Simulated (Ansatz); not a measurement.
**C4H13GeNO3: a ladder of functionals and wavefunction methods**

An exercise on one series of results from a longer session: the logs are not shown, and one member is left open.

The runs use Ansatz 0.2.0, Gaussian basis; functionals in def2-TZVPP, the program's frozen cores in correlated methods.

The runs, in order: PBE-D4, r2SCAN-D4, PBE0-D4, B3LYP-D4, ωB97X-V, ωB97M-V, B2PLYP; CCSD(T)/def2-TZVPP; MP2/def2-QZVPP; extrapolation to the limit.

### The geometry

The geometry comes from an earlier relaxation with PBE0-D4 in a triple-zeta def2 set; it is a stationary point, not always the lowest conformer.

SMILES `C[NH][Ge]([O]C)([O]C)[O]C`, 22 atoms, charge 0, spin multiplicity 1.

Atoms are counted from 1 here; the program's logs count them from 0.

Bond lengths: C1–N2 1.450 Å, C1–H10 1.094 Å, C1–H11 1.090 Å, C1–H12 1.097 Å, N2–Ge3 1.802 Å, N2–H13 1.008 Å, Ge3–O4 1.764 Å, Ge3–O6 1.756 Å, Ge3–O8 1.766 Å, O4–C5 1.409 Å, C5–H14 1.097 Å, C5–H15 1.092 Å, C5–H16 1.097 Å, O6–C7 1.412 Å, C7–H17 1.096 Å, C7–H18 1.096 Å, C7–H19 1.092 Å, O8–C9 1.412 Å and more. Angles: N2–C1–H10 110.4°, N2–C1–H11 109.3°, N2–C1–H12 113.6°, H10–C1–H11 107.5°, H10–C1–H12 108.1°, H11–C1–H12 107.7°, C1–N2–Ge3 123.3°, C1–N2–H13 114.1°, Ge3–N2–H13 115.4°, N2–Ge3–O4 117.3°, N2–Ge3–O6 112.0°, N2–Ge3–O8 103.9°, O4–Ge3–O6 100.9°, O4–Ge3–O8 110.3°, O6–Ge3–O8 112.7°, Ge3–O4–C5 118.1°, O4–C5–H14 112.1°, O4–C5–H15 107.8° and more.

The first run:

in.yaml reads:

```yaml
crystal:
  periodic: [false, false, false]
  atoms:
    - {symbol: C, position_ang: [2.381325, -1.000775, 0.285301]}
    - {symbol: N, position_ang: [1.584453, 0.128591, 0.724567]}
    - {symbol: Ge, position_ang: [-0.090956, 0.444527, 0.141188]}
    - {symbol: O, position_ang: [-0.279080, 1.543194, -1.226523]}
    - {symbol: C, position_ang: [0.475327, 1.290830, -2.390000]}
    - {symbol: O, position_ang: [-1.068875, 1.255015, 1.353243]}
    - {symbol: C, position_ang: [-1.212981, 0.649541, 2.620737]}
    - {symbol: O, position_ang: [-0.707189, -1.157845, -0.271436]}
    - {symbol: C, position_ang: [-2.016676, -1.270913, -0.787110]}
    - {symbol: H, position_ang: [3.066404, -1.314923, 1.078470]}
    - {symbol: H, position_ang: [1.723956, -1.842522, 0.067194]}
    - {symbol: H, position_ang: [2.974146, -0.797249, -0.615448]}
    - {symbol: H, position_ang: [2.123633, 0.947740, 0.956423]}
    - {symbol: H, position_ang: [1.554565, 1.292834, -2.191601]}
    - {symbol: H, position_ang: [0.259956, 2.085513, -3.107349]}
    - {symbol: H, position_ang: [0.214444, 0.330648, -2.852153]}
    - {symbol: H, position_ang: [-0.246813, 0.375948, 3.059546]}
    - {symbol: H, position_ang: [-1.835431, -0.251625, 2.571492]}
    - {symbol: H, position_ang: [-1.702503, 1.370566, 3.278676]}
    - {symbol: H, position_ang: [-2.182023, -2.317243, -1.052423]}
    - {symbol: H, position_ang: [-2.771450, -0.976975, -0.048793]}
    - {symbol: H, position_ang: [-2.159929, -0.657378, -1.683699]}
basis:
  gaussian: {orbitals: def2-TZVPP}
hamiltonian: {xc: pbe, dispersion: d4}
output: {forces: true, orbitals: {seedname: orbitals}}
```

Steps of the session up to this table: PBE-D4 (GGA); r2SCAN-D4 (meta-GGA); PBE0-D4 (hybrid); B3LYP-D4 (hybrid); ωB97X-V (range-separated); ωB97M-V (range-separated); B2PLYP (double hybrid); CCSD(T) in def2-TZVPP; MP2 in def2-QZVPP.

One table of the session follows, with a row left open; its other results are not shown here.

```
            method  atomisation energy (kJ/mol)
            PBE-D4                       8504.1
         r2SCAN-D4                       8343.5
           PBE0-D4                       8332.6
          B3LYP-D4                       8330.9
           ωB97X-V                       8369.2
           ωB97M-V                       8351.4
            B2PLYP                       8249.8
     HF/def2-TZVPP                       5907.9
    MP2/def2-TZVPP                            ?
   CCSD/def2-TZVPP                       8024.2
CCSD(T)/def2-TZVPP                       8152.6
           MP2/CBS                       8495.4
       CCSD(T)/CBS                       8358.8
```

**Question.** Estimate the row for MP2/def2-TZVPP.

The run gave: atomisation energy (kJ/mol): 8289.2. In the column «atomisation energy (kJ/mol)» it lies between B2PLYP (8249.8) and B3LYP-D4 (8330.9).
